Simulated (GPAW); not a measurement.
Crystal: NiMoIrPdW.

```
Ni Mo Pd Ir W
1.0
     2.76616    0.00000    0.00000
    -1.38308    2.39557    0.00000
     0.00000    0.00000   11.02292
Ni Mo Pd Ir W
1 1 1 1 1
Direct
  0.33333 0.66667 0.59712
  0.00000 0.00000 0.41074
  0.66666 0.33334 0.79520
  0.66666 0.33334 0.19960
  0.33333 0.66667 0.99734
```

The cell was built by a generator and needn't be a form met in nature.

Base run:

```yaml
Program: GPAW 26.7.0
Functional: PW91
Potentials_or_basis: PAW data sets generated in the run's folder for this functional
Cutoff: 600 eV
Basis: pw
k_mesh: 8 × 8 × 2
Occupations: fermi-dirac, width 0.05 eV
Spin: collinear spin, ferromagnetic start
Starting_moments: "[1.0, 1.0, 0.0, 0.6, 0.0] μB"
```

Its results: pressure 0.2 GPa; net moment 0.00 μB per cell; largest force 0.047 eV/Å.

The run is repeated on the same cell with these changes: functional from PW91 to r2SCAN; potentials or basis from PAW data sets generated in the run's folder for this functional to GPAW PAW data sets (gpaw-data 1.2.1). What comes out?

Pressure -3.7 GPa; net moment 0.50 μB per cell; site moments Ni +0.41; Mo +0.05; Pd +0.03; Ir +0.03; W +0.00 μB; largest force 0.107 eV/Å.

Caveats: the stock nickel data set gives pressures a few GPa off other programs; the PAW data sets were made with another functional, which shifts forces and pressure a little (some runs).
